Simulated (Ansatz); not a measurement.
# CH₂ClFOSi: up Jacob's ladder to CCSD(T)

One table from this session's results is given with a row withheld; the runs are named, their logs left out.

Program: Ansatz 0.2.0, Gaussian basis. Level of theory: functionals in def2-TZVPP, the program's frozen cores in correlated methods. These are calculated values, not measurements.

Plan: LDA (SPW92), PBE-D4, revPBE-D4, BLYP-D4, r2SCAN-D4, B97M-V, PBE0-D4, B3LYP-D4, r2SCANh-D4, r2SCAN0-D4, HSE06-D4, BHLYP-D4, CAM-B3LYP-D4, LC-ωPBE, ωB97X-V, ωB97M-V, B2PLYP, PBE-QIDH; CCSD(T)/def2-SVP; CCSD(T)/def2-TZVPP; MP2/def2-QZVPP; extrapolation to the limit; RPA on PBE.

## The relaxed structure

The geometry comes from an earlier relaxation with PBE0-D4 in a triple-zeta def2 set; it is a stationary point, not always the lowest conformer.

SMILES `FC1(Cl)O[SiH2]1`, 7 atoms, charge 0, spin multiplicity 1.

Atoms are counted from 1 here; the program's logs count them from 0.

Bond lengths: F1–C2 1.344 Å, C2–Cl3 1.759 Å, C2–O4 1.395 Å, C2–Si5 1.818 Å, O4–Si5 1.691 Å, Si5–H6 1.476 Å, Si5–H7 1.475 Å. Angles: F1–C2–Cl3 108.8°, F1–C2–O4 112.4°, F1–C2–Si5 123.9°, Cl3–C2–O4 114.1°, Cl3–C2–Si5 124.7°, O4–C2–Si5 61.9°, C2–O4–Si5 71.4°, C2–Si5–O4 46.7°, C2–Si5–H6 121.7°, C2–Si5–H7 121.8°, O4–Si5–H6 115.7°, O4–Si5–H7 116.3°, H6–Si5–H7 115.1°.

Set-up of the first run:

Input file in.yaml:

```yaml
crystal:
  periodic: [false, false, false]
  atoms:
    - {symbol: F, position_ang: [-0.309050, -1.230642, 1.517303]}
    - {symbol: C, position_ang: [0.262293, -0.694716, 0.425102]}
    - {symbol: Cl, position_ang: [1.854126, -1.410664, 0.208677]}
    - {symbol: O, position_ang: [-0.558260, -0.779308, -0.699959]}
    - {symbol: Si, position_ang: [-0.290459, 0.853911, -0.350738]}
    - {symbol: H, position_ang: [-1.459079, 1.599713, 0.155289]}
    - {symbol: H, position_ang: [0.561629, 1.593707, -1.301374]}
basis:
  gaussian: {orbitals: def2-TZVPP}
hamiltonian: {xc: lda}
output: {orbitals: {seedname: orbitals}}
```

Started as:

```
$ ansatz run in.yaml --threads 2 --pin off --events-out ev --progress --plain --max-ram 4352MiB
```

Among the steps run: LDA; PBE-D4 (GGA); revPBE-D4 (GGA); BLYP-D4 (GGA); r2SCAN-D4 (meta-GGA); B97M-V (meta-GGA); B3LYP-D4 (hybrid); r2SCANh-D4 (hybrid); r2SCAN0-D4 (hybrid); HSE06-D4 (hybrid); BHLYP-D4 (hybrid); CAM-B3LYP-D4 (range-separated); LC-ωPBE (range-separated); ωB97X-V (range-separated); ωB97M-V (range-separated); B2PLYP (double hybrid); PBE-QIDH (double hybrid).

One table of the session follows, with a row left open; its other results are not shown here.

It belongs to the step «Orbital energies across the functionals». 

| functional | HOMO (eV) | LUMO (eV) | gap (eV) |
| --- | --- | --- | --- |
| LDA (SPW92) | -6.78 | -2.46 | 4.32 |
| PBE-D4 | -6.60 | -2.24 | 4.36 |
| revPBE-D4 | -6.53 | -2.15 | 4.38 |
| BLYP-D4 | -6.48 | -2.14 | 4.34 |
| r2SCAN-D4 | -6.86 | -2.01 | 4.85 |
| B97M-V | -6.93 | -2.11 | 4.82 |
| PBE0-D4 | -7.89 | -1.42 | 6.47 |
| B3LYP-D4 | ? | ? | ? |
| r2SCANh-D4 | -7.34 | -1.71 | 5.62 |
| r2SCAN0-D4 | -8.06 | -1.27 | 6.79 |
| HSE06-D4 | -7.49 | -1.79 | 5.69 |
| BHLYP-D4 | -9.10 | -0.58 | 8.52 |
| CAM-B3LYP-D4 | -9.26 | -0.42 | 8.83 |
| LC-ωPBE | -10.57 | 0.76 | 11.33 |
| ωB97X-V | -10.21 | 0.64 | 10.85 |
| ωB97M-V | -10.08 | 0.39 | 10.47 |

**Question.** Estimate the row for B3LYP-D4.

Worked estimate for «HOMO (eV)». Against the share of exact exchange, BLYP-D4 (0, -6.48), BHLYP-D4 (0.5, -9.10) give a slope of -5.24 per unit share; at 0.2 the line stands at -7.53.

**Answer.** HOMO (eV): -7.68; LUMO (eV): -1.65; gap (eV): 6.03. In «HOMO (eV)» the line misses by +0.15.
